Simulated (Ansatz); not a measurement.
Write a Python script for Ansatz 0.2.0, Python API that makes energies of removing a hydrogen of C₂H₃NS, SMILES SC1=NC1. Level of theory (for the species named): PBE0, def2-SVPD basis, multiplicity 1, D4 dispersion.

```yaml
atoms:
  - { symbol: S, position_ang: [-1.4891, -0.7210, -1.0233] }
  - { symbol: C, position_ang: [-0.2220, -0.5843, -0.0543] }
  - { symbol: N, position_ang: [0.5463, -1.2310, 0.6609] }
  - { symbol: C, position_ang: [0.7758, 0.3407, 0.4664] }
  - { symbol: H, position_ang: [-1.6208, 0.6157, -1.3648] }
  - { symbol: H, position_ang: [0.4681, 0.9020, 1.3631] }
  - { symbol: H, position_ang: [1.6029, 0.6099, -0.0936] }
```

Script `bde_c2h3ns.py`:
```python
"""Cost of removing each kind of hydrogen from C2H3NS, fragments frozen."""

import ansatz as az


def energy(molecule, charge=0, unpaired=0):
    calc = (
        molecule.calculation()
        .basis(gaussian="def2-SVPD")
        .functional("pbe0", dispersion="d4")
    )
    if charge:
        calc = calc.charge(charge)
    if unpaired:
        calc = calc.spin("collinear", total=unpaired)
    report = calc.run().report
    if report["published_state_doubts"]:
        print("  doubts:", report["published_state_doubts"])
    return report["free_energy_ev"]

GEOMETRY = """
S    -1.48910   -0.72100   -1.02330
C    -0.22200   -0.58430   -0.05430
N     0.54630   -1.23100    0.66090
C     0.77580    0.34070    0.46640
H    -1.62080    0.61570   -1.36480
H     0.46810    0.90200    1.36310
H     1.60290    0.60990   -0.09360
"""

def without(molecule, index):
    rest = az.Crystal.molecule()
    for i, site in enumerate(molecule.cartesian_sites):
        if i != index:
            rest = rest.atom(site.symbol, site.position_ang)
    return rest

molecule = az.Crystal.molecule()
for line in GEOMETRY.strip().splitlines():
    symbol, *xyz = line.split()
    molecule = molecule.atom(symbol, [float(v) for v in xyz])

whole = energy(molecule, 0)
hydrogen = energy(az.Crystal.molecule().atom("H", (0, 0, 0)), 0, 1)
print(f"E(molecule) = {whole:.5f} eV, E(H) = {hydrogen:.5f} eV")
for index in [4, 6]:
    radical = energy(without(molecule, index), 0, 1)
    print(f"H{index}: homolysis {96.485332 * (radical + hydrogen - whole):.1f} kJ/mol")
```

```console
$ python bde_c2h3ns.py
E(molecule) = -14431.99069 eV, E(H) = -13.61361 eV
H4: homolysis 342.7 kJ/mol
H6: homolysis 467.1 kJ/mol
```

What to keep in mind:
- These settings explore the input space; basis and method may be short of convergence.
- The geometry is a force-field or estimated start, not a minimum of this method, and the basis set is short of its limit. All parts are taken at fixed geometry, without zero-point energy.
- It ran for 17 s on 1 thread of Arm Neoverse V1 (shared host), peak memory 0.3 GiB.

(Lines on the test bed's own set-up are left out of the output.)
